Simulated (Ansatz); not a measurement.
# CH8AlBSi: small, medium and large basis sets

How large a basis does CH8AlBSi need? Two functionals are run in growing sets.

Method: one geometry, several basis sets; program: Ansatz 0.2.0, Gaussian basis.

Plan: PBE0-D4/def2-SVP; ωB97M-V/def2-SVP; PBE0-D4/def2-QZVPP; ωB97M-V/def2-QZVPP; the functionals' def2-TZVPP values are taken from earlier runs.

1 further run of the same task is left out (it didn't finish).

### Step 1. The relaxed structure

The geometry comes from an earlier relaxation with PBE0-D4 in a triple-zeta def2 set; it is a stationary point, not always the lowest conformer.

12 atoms, charge 0, spin multiplicity 1.

Atoms are counted from 1 here; the program's logs count them from 0.

Bond lengths: B1–Si2 1.855 Å, B1–Al3 2.181 Å, B1–H5 1.192 Å, B1–H6 1.237 Å, Si2–Al3 2.748 Å, Si2–H7 1.484 Å, Si2–H8 1.484 Å, Al3–C4 1.949 Å, Al3–H9 1.588 Å, C4–H10 1.096 Å, C4–H11 1.091 Å, C4–H12 1.094 Å. Angles: Si2–B1–Al3 85.4°, Si2–B1–H5 123.0°, Si2–B1–H6 119.3°, Al3–B1–H5 111.7°, Al3–B1–H6 65.3°, H5–B1–H6 117.2°, B1–Si2–Al3 52.3°, B1–Si2–H7 126.0°, B1–Si2–H8 122.6°, Al3–Si2–H7 93.5°, Al3–Si2–H8 123.9°, H7–Si2–H8 111.0°, B1–Al3–Si2 42.3°, B1–Al3–C4 114.1°, B1–Al3–H9 120.8°, Si2–Al3–C4 137.5°, Si2–Al3–H9 97.5°, C4–Al3–H9 121.9° and more.

### Step 2. PBE0-D4 in def2-SVP

File in.yaml:

```yaml
crystal:
  periodic: [false, false, false]
  atoms:
    - {symbol: B, position_ang: [-1.179046, 0.998910, -0.309403]}
    - {symbol: Si, position_ang: [-1.863082, 0.344232, 1.286269]}
    - {symbol: Al, position_ang: [0.692345, 0.068753, 0.314720]}
    - {symbol: C, position_ang: [1.593619, -0.932218, -1.094597]}
    - {symbol: H, position_ang: [-1.532099, 0.604266, -1.377815]}
    - {symbol: H, position_ang: [-0.205877, 1.761811, -0.282576]}
    - {symbol: H, position_ang: [-1.403051, 0.710021, 2.649169]}
    - {symbol: H, position_ang: [-2.852161, -0.760273, 1.337998]}
    - {symbol: H, position_ang: [1.462525, 0.580312, 1.606380]}
    - {symbol: H, position_ang: [1.864187, -1.927160, -0.723113]}
    - {symbol: H, position_ang: [0.974072, -1.063669, -1.983427]}
    - {symbol: H, position_ang: [2.525469, -0.440286, -1.389706]}
basis:
  gaussian: {orbitals: def2-SVP}
hamiltonian: {xc: pbe0, dispersion: d4}
output: {orbitals: {seedname: orbitals}}
```

On the command line:

```sh
$ ansatz run in.yaml --threads 2 --pin off --events-out ev --progress --plain --max-ram 4352MiB
```

After this run come: ωB97M-V in def2-SVP; PBE0-D4 in def2-QZVPP; ωB97M-V in def2-QZVPP.

Q: Predict the results of all the runs planned. Wanted: PBE0-D4: double and triple zeta above quadruple; ωB97M-V: double and triple zeta above quadruple.

**Answer**, as computed:

| quantity | value |
| --- | --- |
| PBE0-D4: double and triple zeta above quadruple | 7.63, 0.58 eV |
| ωB97M-V: double and triple zeta above quadruple | 7.79, 0.56 eV |

**Reading.** PBE0-D4 gains 7.05 eV from double to triple zeta, then 0.58 eV more. Total energies overstate the basis error of differences, where much of it tends to cancel.
